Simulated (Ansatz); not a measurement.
# WNH (septet): wave-function methods side by side, def2-TZVPP

An exercise on one series of results from a longer session: the logs are not shown, and one member is left open.

Method: def2-TZVPP, core rule «outside noble gas», up to 5 orbitals frozen; program: Ansatz 0.2.0, Gaussian basis.

To be run: UHF; ROHF; CCSD(T) on UHF.

## The geometry

The geometry is a PBE0/def2-TZVP stationary point (not a proven minimum). No spin-orbit coupling is included. Elements past krypton take def2 core potentials.

3 atoms, charge 0, spin multiplicity 7.

Atoms are counted from 1 here; the program's logs count them from 0.

Bond lengths: W1–N2 2.058 Å, N2–H3 1.028 Å. Angles: W1–N2–H3 115.8°.

Set-up of the first run:

Contents of in.yaml:

```yaml
crystal:
  periodic: [false, false, false]
  atoms:
    - {symbol: W, position_ang: [0.000000, 0.005869, 0.157615]}
    - {symbol: N, position_ang: [0.000000, -0.131830, -1.895665]}
    - {symbol: H, position_ang: [0.000000, 0.761470, -2.404753]}
basis:
  gaussian: {orbitals: def2-TZVPP}
magnetization: {spin_polarized: true, initial_magnetization: 6}
hamiltonian: {xc: hf}
output: {orbitals: {seedname: orbitals}}
```

Started as:

```sh
$ ansatz run in.yaml --threads 1 --pin off --events-out ev --progress --plain --max-ram 4096MiB --backend cpu
```

Among the steps run: UHF; ROHF; CCSD(T) on UHF.

One table of the session follows, with a row left open; its other results are not shown here.

| method | from UCCSD(T) (meV) |
| --- | --- |
| ROHF | +8380.4 |
| UHF | ? |
| UMP2 | +881.1 |
| UCCSD | +320.7 |
| UCCSD(T) | 0 |

Q: Estimate the row for UHF from the others.

As computed: from UCCSD(T) (meV): +8116.2. In the column «from UCCSD(T) (meV)» it lies between UMP2 (+881.1) and ROHF (+8380.4).

With the free atoms at the same levels and basis (separate runs), the atomisation energy is 5.989 eV at UCCSD(T), 4.103 eV at ROHF.
